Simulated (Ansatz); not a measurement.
The system is Hf2Pd2Se2Br2O3.

```
CELL_PARAMETERS angstrom
3.72613 0.00000 0.00000
-1.86306 3.22692 0.00000
0.00000 0.00000 17.00867
ATOMIC_POSITIONS crystal
Hf 0.66667 0.33333 0.93385
Hf 0.33333 0.66667 0.06615
Pd 0.00000 0.00000 0.30298
Pd 0.00000 0.00000 0.69702
Se 0.33333 0.66667 0.22649
Se 0.66667 0.33333 0.77351
Br 0.66667 0.33333 0.39862
Br 0.33333 0.66667 0.60138
O 0.33333 0.66667 0.92689
O 0.66667 0.33333 0.07311
O 0.00000 0.00000 0.00000
```

The cell was built by a generator and needn't be a form met in nature.

Base run:

```yaml
Program: Ansatz 0.2.0
Functional: PBE
Potentials_or_basis: Ansatz PAW
Cutoff: 420 eV
Density_cutoff: 1680 eV
k_mesh: 8 × 8 × 2
Occupations: fermi-dirac, width 0.05 eV
Spin: no spin polarisation
```

Its results: band gap on the k mesh none (metal or under the smearing width); pressure 0.0 GPa; largest force 0.053 eV/Å.

**Question.** The run is repeated on the same cell with these changes: hubbard terms from none to Hf d U = 2 eV, Pd d U = 2 eV; hubbard projectors from none to ortho-atomic (the default). What comes out?

**Answer.** Band gap on the k mesh none (metal or under the smearing width); pressure 1.0 GPa; largest force 0.326 eV/Å.

Caveats: this functional lacks dispersion, which binds the layers, so the pressure and a relaxed spacing across them are unreliable; U without spin polarisation on a metal has little footing (some runs).

Not every run made on this cell is shown here.
